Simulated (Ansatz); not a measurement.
# C₃H₃BrS: up Jacob's ladder to CCSD(T)

The task here is to estimate one member of a computed series from the others.

Method: functionals in def2-TZVPP, the program's frozen cores in correlated methods; program: Ansatz 0.2.0, Gaussian basis.

Levels to be run: LDA (SPW92), PBE-D4, revPBE-D4, BLYP-D4, r2SCAN-D4, B97M-V, PBE0-D4, B3LYP-D4, r2SCANh-D4, r2SCAN0-D4, HSE06-D4, BHLYP-D4, CAM-B3LYP-D4, LC-ωPBE, ωB97X-V, ωB97M-V, B2PLYP, PBE-QIDH; CCSD(T)/def2-SVP; CCSD(T)/def2-TZVPP; MP2/def2-QZVPP; extrapolation to the limit; RPA on PBE.

### The geometry

All runs share one geometry, relaxed beforehand with PBE0-D4 in a triple-zeta def2 set.

SMILES `C=C=C(S)Br`, 8 atoms, charge 0, spin multiplicity 1.

Atoms are counted from 1 here; the program's logs count them from 0.

Bond lengths: C1–C2 1.300 Å, C1–H6 1.087 Å, C1–H7 1.087 Å, C2–C3 1.296 Å, C3–S4 1.756 Å, C3–Br5 1.896 Å, S4–H8 1.344 Å. Angles: C2–C1–H6 121.4°, C2–C1–H7 121.4°, H6–C1–H7 117.2°, C1–C2–C3 179.3°, C2–C3–S4 127.7°, C2–C3–Br5 120.4°, S4–C3–Br5 111.9°, C3–S4–H8 95.5°.

As a file:

```
C     0.4553    1.3183    0.7808
C     0.1074    0.3687   -0.0364
C    -0.2404   -0.5877   -0.8392
S    -0.6308   -2.2490   -0.4238
Br   -0.3779   -0.2741   -2.7042
H     1.4980    1.4978    1.0292
H    -0.2840    1.9694    1.2398
H    -0.4355   -2.1004    0.8979
```

The first run:

File in.yaml:

```yaml
crystal:
  periodic: [false, false, false]
  atoms:
    - {symbol: C, position_ang: [0.455297, 1.318316, 0.780849]}
    - {symbol: C, position_ang: [0.107415, 0.368728, -0.036414]}
    - {symbol: C, position_ang: [-0.240394, -0.587749, -0.839181]}
    - {symbol: S, position_ang: [-0.630797, -2.249015, -0.423815]}
    - {symbol: Br, position_ang: [-0.377899, -0.274142, -2.704211]}
    - {symbol: H, position_ang: [1.498013, 1.497775, 1.029229]}
    - {symbol: H, position_ang: [-0.284039, 1.969382, 1.239810]}
    - {symbol: H, position_ang: [-0.435497, -2.100396, 0.897934]}
basis:
  gaussian: {orbitals: def2-TZVPP}
hamiltonian: {xc: lda}
output: {orbitals: {seedname: orbitals}}
```

Command:

```bash
> ansatz run in.yaml --threads 4 --pin off --events-out ev --progress --plain --max-ram 10444MiB
```

Steps of the session up to this table: LDA; PBE-D4 (GGA); revPBE-D4 (GGA); BLYP-D4 (GGA); r2SCAN-D4 (meta-GGA); B97M-V (meta-GGA); PBE0-D4 (hybrid); B3LYP-D4 (hybrid); r2SCANh-D4 (hybrid); r2SCAN0-D4 (hybrid); HSE06-D4 (hybrid); BHLYP-D4 (hybrid); CAM-B3LYP-D4 (range-separated); LC-ωPBE (range-separated); ωB97X-V (range-separated); ωB97M-V (range-separated); B2PLYP (double hybrid); PBE-QIDH (double hybrid).

One of the session's tables, all rows but one given; the rest of the session is left out.

It belongs to the step «Orbital energies across the functionals». 

| functional | HOMO (eV) | gap (eV) |
| --- | --- | --- |
| LDA (SPW92) | -5.69 | 3.21 |
| PBE-D4 | -5.55 | 3.31 |
| revPBE-D4 | -5.50 | 3.35 |
| BLYP-D4 | -5.40 | 3.31 |
| r2SCAN-D4 | -5.76 | 3.67 |
| B97M-V | -5.80 | 3.87 |
| PBE0-D4 | -6.67 | 5.38 |
| B3LYP-D4 | -6.45 | 4.96 |
| r2SCANh-D4 | -6.18 | 4.44 |
| r2SCAN0-D4 | -6.80 | 5.59 |
| HSE06-D4 | ? | ? |
| BHLYP-D4 | -7.65 | 7.46 |
| CAM-B3LYP-D4 | -7.93 | 7.78 |
| LC-ωPBE | -9.27 | 10.24 |
| ωB97X-V | -8.91 | 9.82 |
| ωB97M-V | -8.77 | 9.58 |

Q: Estimate the row for HSE06-D4 from the others.

**Answer.** HOMO (eV): -6.28; gap (eV): 4.60. In the column «HOMO (eV)» it lies between B3LYP-D4 (-6.45) and r2SCANh-D4 (-6.18).
